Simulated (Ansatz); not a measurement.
# Be3F2: a trial structure relaxed

Aim: relax Be3F2 from this start, random cell without symmetry, and see where it ends.

Program: Ansatz 0.2.0. Level of theory: DFT PBE, scalar-relativistic, plane waves, PAW. These are calculated values, not measurements.

## 1. The system as given

The structure is triclinic, space group P1 (No. 1). The conventional cell has a = 3.629 Å, b = 3.653 Å, c = 4.424 Å, α = 66.17°, β = 69.60°, γ = 61.48°. Be (site symmetry 1) is surrounded by 1 F at 1.45 Å. Be (site symmetry 1) is surrounded by 2 F at 1.60 to 2.02 Å. Be (site symmetry 1) is surrounded by 1 F at 1.11 Å. F (site symmetry 1) has 3 Be at 1.11 to 1.60 Å as nearest neighbours. Around F (site symmetry 1) lie 3 Be at 2.02 to 2.19 Å.

Coordinates:

```cif
data_structure
_symmetry_space_group_name_H-M 'P1'
_symmetry_Int_Tables_number 1
_cell_length_a 3.6293
_cell_length_b 3.6531
_cell_length_c 4.4242
_cell_angle_alpha 66.174
_cell_angle_beta 69.602
_cell_angle_gamma 61.485
_cell_volume 46.26
loop_
_atom_site_label
_atom_site_type_symbol
_atom_site_symmetry_multiplicity
_atom_site_Wyckoff_symbol
_atom_site_fract_x
_atom_site_fract_y
_atom_site_fract_z
_atom_site_occupancy
Be1 Be 1 a 0.91719 0.33574 0.72485 1
Be2 Be 1 a 0.35694 0.44424 0.28741 1
Be3 Be 1 a 0.10418 0.78388 0.68750 1
F1 F 1 a 0.24067 0.03476 0.53583 1
F2 F 1 a 0.52569 0.95271 0.00163 1
```

## 2. Coarse relaxation

File input.yaml:

```yaml
crystal:
  lattice:
    - [3.6293051704, 0.0, 0.0]
    - [1.7439786054, 3.2099890363, 0.0]
    - [2.0872768707, -1.1961510482, 3.970489937]
  atoms:
    - { symbol: Be, position: [0.3579557866, 0.6642596763, 0.724851625] }
    - { symbol: Be, position: [0.3556518028, 0.5557643333, 0.2874066879] }
    - { symbol: Be, position: [0.2083159315, 0.2161224514, 0.6875000348] }
    - { symbol: F, position: [0.2234979853, 0.9652394083, 0.5358348382] }
    - { symbol: F, position: [0.4726847944, 0.0472922545, 0.0016288829] }
basis:
  ecutwfc: 420
kpoints:
  mp_grid: { grid: [6, 6, 4] }
hamiltonian:
  xc: pbe
scf:
  occupations: { method: gaussian, width: 0.1 }
  lower_state_search: "off"
output:
  forces: true
  stress: true
  eigenvalues: true
relax:
  adjacent_minimum: "off"
  f_tol: 0.04
  max_steps: 70
  cell: { stress_tol: 0.4 }
```

The run is started by

```console
> ansatz run input.yaml --threads 1 --pin off --max-ram 2560MiB --backend cpu --events-out ev --progress --plain --runs-dir out
```

The session goes on with these runs: the relaxation; second relaxation, mesh chosen anew.

**Question.** What will these runs give?

The runs gave:

Formation energies count from the elements, computed with the same settings in runs not shown here.

```
                          quantity                                                                       value
               cell (conventional)  a = 8.909 Å, b = 2.561 Å, c = 6.345 Å, α = 90.00°, β = 134.19°, γ = 90.00°
                       space group                                                                  Cm (No. 8)
                            volume                                                               10.38 Å³/atom
                   gap on the mesh                                                                     0.22 eV
formation energy from the elements                                                              -1.308 eV/atom
```

**Reading.** The structure ended in another space group than at the start: P1 to Cm. With -1.31 eV/atom it lies under the elements, which doesn't yet make it stable against other compounds of them.
